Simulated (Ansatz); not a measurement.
# Rb3Br2: the cost of one run

Computed with Ansatz 0.2.0 (DFT PBE, scalar-relativistic, plane waves, PAW, unless a step's input says otherwise).

## 1. The starting structure

Symmetry: R-3m, No. 166, trigonal system. The conventional cell has a = 4.517 Å, b = 4.517 Å, c = 31.410 Å, α = 90.00°, β = 90.00°, γ = 120.00°. Rb (site symmetry -3m) is surrounded by 6 Br at 3.34 Å. Rb (site symmetry 3m) has 3 Br at 3.17 Å as nearest neighbours. Br (site symmetry 3m) is surrounded by 6 Rb at 3.17 to 3.34 Å.

Structure file:

```
CELL_PARAMETERS angstrom
2.25863 1.30402 10.46990
-2.25863 1.30402 10.46990
0.00000 -2.60804 10.46990
ATOMIC_POSITIONS crystal
Rb 0.00000 0.00000 0.00000
Rb 0.20950 0.20950 0.20950
Rb 0.79050 0.79050 0.79050
Br 0.40000 0.40000 0.40000
Br 0.60000 0.60000 0.60000
```

(A quick probe on a coarse mesh, which set the mesh and smearing, is not shown.)

## 3. Coarse relaxation

Input file input.yaml:

```yaml
crystal:
  lattice:
    - [2.258631674, 1.304021605, 10.4699035125]
    - [-2.258631674, 1.304021605, 10.4699035125]
    - [0.0, -2.6080432099, 10.4699035125]
  atoms:
    - { symbol: Rb, position: [0.0, 0.0, 0.0] }
    - { symbol: Rb, position: [0.2095, 0.2095, 0.2095] }
    - { symbol: Rb, position: [0.7905, 0.7905, 0.7905] }
    - { symbol: Br, position: [0.4, 0.4, 0.4] }
    - { symbol: Br, position: [0.6, 0.6, 0.6] }
basis:
  ecutwfc: 420
kpoints:
  mp_grid: { grid: [6, 6, 6] }
hamiltonian:
  xc: pbe
scf:
  occupations: { method: gaussian, width: 0.1 }
  lower_state_search: "off"
output:
  forces: true
  stress: true
  eigenvalues: true
relax:
  adjacent_minimum: "off"
  f_tol: 0.04
  max_steps: 70
  cell: { stress_tol: 0.4 }
```

Run with:

```bash
> ansatz run input.yaml --threads 1 --pin off --max-ram 2560MiB --backend cpu --events-out ev --progress --plain --runs-dir out
```

**Question.** How long does this run take on 1 thread of Arm Neoverse V2, shared host, and how much memory does it need?

About 68 s, with a peak of 0.53 GiB.
